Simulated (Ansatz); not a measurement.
# MoNF3: reading failed and doubtful runs

2 inputs were typed for MoNF3. Each is run as it stands; the log then has to tell whether the result can be used.

The runs use Ansatz 0.2.0, Gaussian basis; the settings change from run to run.

1 further run of the same task is left out (set aside as unsound or not needed).

### Step 1. The relaxed structure

The structure was relaxed beforehand with PBE-D4/def2-SVP. Mo takes a core potential in def2 sets; no spin-orbit term is included.

5 atoms, charge 0, spin multiplicity 1.

Atoms are counted from 1 here; the program's logs count them from 0.

Bond lengths: Mo1–N2 1.641 Å, Mo1–F3 1.853 Å, Mo1–F4 1.853 Å, Mo1–F5 1.853 Å. Angles: N2–Mo1–F3 104.8°, N2–Mo1–F4 104.8°, N2–Mo1–F5 104.8°, F3–Mo1–F4 113.7°, F3–Mo1–F5 113.7°, F4–Mo1–F5 113.7°.

### Step 2. Input 1

File in.yaml:

```yaml
crystal:
  periodic: [false, false, false]
  atoms:
    - {symbol: Mo, position_ang: [-0.003479, 0.025352, -0.059912]}
    - {symbol: N, position_ang: [0.044557, -0.019835, 1.609892]}
    - {symbol: F, position_ang: [1.797319, 0.021840, -0.489223]}
    - {symbol: F, position_ang: [-0.943118, 1.517955, -0.496800]}
    - {symbol: F, position_ang: [-0.878201, -1.535513, -0.483453]}
basis:
  gaussian: {orbitals: def2-mTZVPP, final_grid: {core_spheres: 1, valence_spheres: 1, degree: 1}}
hamiltonian: {xc: {name: r2SCAN}}
output: {forces: true}
```

Launch:

```
$ ansatz run in.yaml --threads 4 --pin off --events-out ev --progress --plain --max-ram 3916MiB
```

Log, cut to the lines that bear on the results:

```text
Functional definition: r2SCAN
  name "r2SCAN"
  cite "Furness, Kaplan, Ning, Perdew & Sun, J. Phys. Chem. Lett. 11, 8208 (2020) doi:10.1021/acs.jpclett.0c02405"
  cite "Furness, Kaplan, Ning, Perdew & Sun, J. Phys. Chem. Lett. 11, 9248 (2020) doi:10.1021/acs.jpclett.0c03077"
  parent r2scan
[...]
905 factors; their error is unknown
[...]
a density is far from that of the atoms, so the factors are made again for it
1445 factors; integrals over basis functions are off by at most 2.0e-4 eV
[...]
mean field -11698.79008117 eV, -429.9226057583 hartree, gradient 2.4e-5 eV, S^2 0.000000; 7 other end points of the search recorded, 0 dependent functions left out
[...]
reference -11698.79009638 eV, -429.9226063172 hartree; 24, 24 occupied and 105, 105 virtual orbitals, 1445 factors
Total energy: -11698.79009638 eV, -429.9226063172 hartree
Atom 0 at    -0.003479     0.025352    -0.059912 Å, force    -3.212378     2.201814  -618.311036 eV/Å
Atom 1 at     0.044557    -0.019835     1.609892 Å, force     9.413496     1.807679   475.390517 eV/Å
Atom 2 at     1.797319     0.021840    -0.489223 Å, force   -52.853394   -15.949101    46.511732 eV/Å
Atom 3 at    -0.943118     1.517955    -0.496800 Å, force    11.003743     5.853069    57.919876 eV/Å
Atom 4 at    -0.878201    -1.535513    -0.483453 Å, force    35.648533     6.086539    38.488912 eV/Å
Dipole moment:    -0.244474     0.227239    -2.237893 e Å
```

It took 16 s on 4 threads of Arm Neoverse V1, shared host.

**Diagnosis.** The run converged, but a converged run isn't a right one. The integration grid is far too coarse. Its coordinates are also moved off the relaxed structure. Its energy carries the error of the grid. To mend it, drop final_grid and take the default grid.

### Step 3. Input 2

File in.yaml:

```yaml
crystal:
  periodic: [false, false, false]
  atoms:
    - {symbol: Mo, position_ang: [-0.000131, 0.000293, -0.026307]}
    - {symbol: N, position_ang: [0.004892, -0.009228, 0.958119]}
    - {symbol: F, position_ang: [1.252096, 0.005629, -0.368756]}
    - {symbol: F, position_ang: [-0.541223, 1.087861, -0.298899]}
    - {symbol: F, position_ang: [-0.626223, -1.083956, -0.316837]}
basis:
  gaussian: {orbitals: ANO-RCC-VTZP}
hamiltonian: {xc: {name: wB97X-V}}
scf: {omitted_lower_state_checks: [starts]}
```

Same command.

Log, cut to the lines that bear on the results:

```text
Functional definition: wB97X-V
  name "wB97X-V"
  cite "Mardirossian & Head-Gordon, Phys. Chem. Chem. Phys. 16, 9904 (2014) doi:10.1039/C3CP54374A"
  cite "Becke, J. Chem. Phys. 107, 8554 (1997) doi:10.1063/1.475007"
  cite "Vydrov & Van Voorhis, J. Chem. Phys. 133, 244103 (2010) doi:10.1063/1.3521275"
[...]
      + integral(e_c_pw_opposite_spin*poly(b97_u_opposite, cos0, cos1)) + vv10(b, c)
[...]
1559 factors; their error is unknown
255 factors; integrals over basis functions are off by at most 5.3e-6 eV
[...]
mean field -119711.98323407 eV, -4399.3342401555 hartree, gradient 6.5e-5 eV, S^2 0.000000; 0 other end points of the search recorded, 0 dependent functions left out
reference -119711.98323134 eV, -4399.3342400552 hartree; 38, 38 occupied and 150, 150 virtual orbitals, 1559 factors
Total energy: -119711.98323134 eV, -4399.3342400552 hartree
Relativity: scalar
Checks for a lower state left out: starts
```

It took 14 s on 4 threads of Arm Neoverse V1, shared host; peak memory 0.7 GiB.

What is wrong: It ended without an error, which proves nothing about the input. The geometry is squeezed well below its size. The shortest distance is 0.98 Å (Mo1–N2), against 1.64 Å in the relaxed molecule. Its energy is no property of the relaxed molecule. Cure: use the relaxed coordinates.

### Step 4. How the tries ended

```csv
input,level,ended,cause,time
1,r2SCAN/def2-mTZVPP,converged,the integration grid is far too coarse,16 s
2,wB97X-V/ANO-RCC-VTZP,converged,the geometry is squeezed well below its size,14 s
```

In words: 2 converged. The dangerous case is the input that converges on a wrong geometry, charge, spin, basis or grid: often only a look at the input shows it.
